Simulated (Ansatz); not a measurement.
# C3H2ClF3: a ladder of functionals and wavefunction methods

The task here is to estimate one member of a computed series from the others.

Computed with Ansatz 0.2.0, Gaussian basis. Level: functionals in def2-TZVPP, the program's frozen cores in correlated methods.

Plan: PBE-D4, r2SCAN-D4, PBE0-D4, B3LYP-D4, ωB97X-V, ωB97M-V, B2PLYP; CCSD(T)/def2-TZVPP; MP2/def2-QZVPP; extrapolation to the limit.

**Structure used throughout**

An earlier PBE0-D4 in a triple-zeta def2 set relaxation fixed the geometry.

SMILES `F/C(Cl)=C\C(F)F`, 9 atoms, charge 0, spin multiplicity 1.

Atoms are counted from 1 here; the program's logs count them from 0.

Bond lengths: F1–C2 1.323 Å, C2–Cl3 1.701 Å, C2–C4 1.322 Å, C4–C5 1.484 Å, C4–H8 1.081 Å, C5–F6 1.360 Å, C5–F7 1.360 Å, C5–H9 1.092 Å. Angles: F1–C2–Cl3 112.2°, F1–C2–C4 122.8°, Cl3–C2–C4 125.0°, C2–C4–C5 122.6°, C2–C4–H8 119.6°, C5–C4–H8 117.8°, C4–C5–F6 109.8°, C4–C5–F7 109.8°, C4–C5–H9 113.8°, F6–C5–F7 106.6°, F6–C5–H9 108.3°, F7–C5–H9 108.3°.

The first run:

The input, in.yaml:

```yaml
crystal:
  periodic: [false, false, false]
  atoms:
    - {symbol: F, position_ang: [0.371401, -1.193270, 1.592547]}
    - {symbol: C, position_ang: [0.836247, -0.946876, 0.378852]}
    - {symbol: Cl, position_ang: [2.175310, -1.922753, -0.005853]}
    - {symbol: C, position_ang: [0.302998, -0.041002, -0.422675]}
    - {symbol: C, position_ang: [-0.867700, 0.782916, -0.031707]}
    - {symbol: F, position_ang: [-1.883367, 0.589533, -0.914852]}
    - {symbol: F, position_ang: [-0.544741, 2.102280, -0.094190]}
    - {symbol: H, position_ang: [0.725008, 0.117824, -1.405176]}
    - {symbol: H, position_ang: [-1.241155, 0.568950, 0.971854]}
basis:
  gaussian: {orbitals: def2-TZVPP}
hamiltonian: {xc: pbe, dispersion: d4}
output: {forces: true, orbitals: {seedname: orbitals}}
```

On the command line:

```
> ansatz run in.yaml --threads 4 --pin off --events-out ev --progress --plain --max-ram 10444MiB
```

Steps of the session up to this table: PBE-D4 (GGA); r2SCAN-D4 (meta-GGA); PBE0-D4 (hybrid); B3LYP-D4 (hybrid); ωB97X-V (range-separated); ωB97M-V (range-separated); B2PLYP (double hybrid); CCSD(T) in def2-TZVPP; MP2 in def2-QZVPP.

One of the session's tables, all rows but one given; the rest of the session is left out.

```
            method  atomisation energy (eV)
            PBE-D4                   39.671
         r2SCAN-D4                   38.076
           PBE0-D4                   38.205
          B3LYP-D4                   37.508
           ωB97X-V                   37.805
           ωB97M-V                   37.882
            B2PLYP                   37.243
     HF/def2-TZVPP                   25.818
    MP2/def2-TZVPP                        ?
   CCSD/def2-TZVPP                   35.626
CCSD(T)/def2-TZVPP                   36.516
           MP2/CBS                   39.219
       CCSD(T)/CBS                   37.596
```

**Question.** Estimate the row for MP2/def2-TZVPP.

**Answer.** atomisation energy (eV): 38.139. In the column «atomisation energy (eV)» it lies between r2SCAN-D4 (38.076) and PBE0-D4 (38.205).
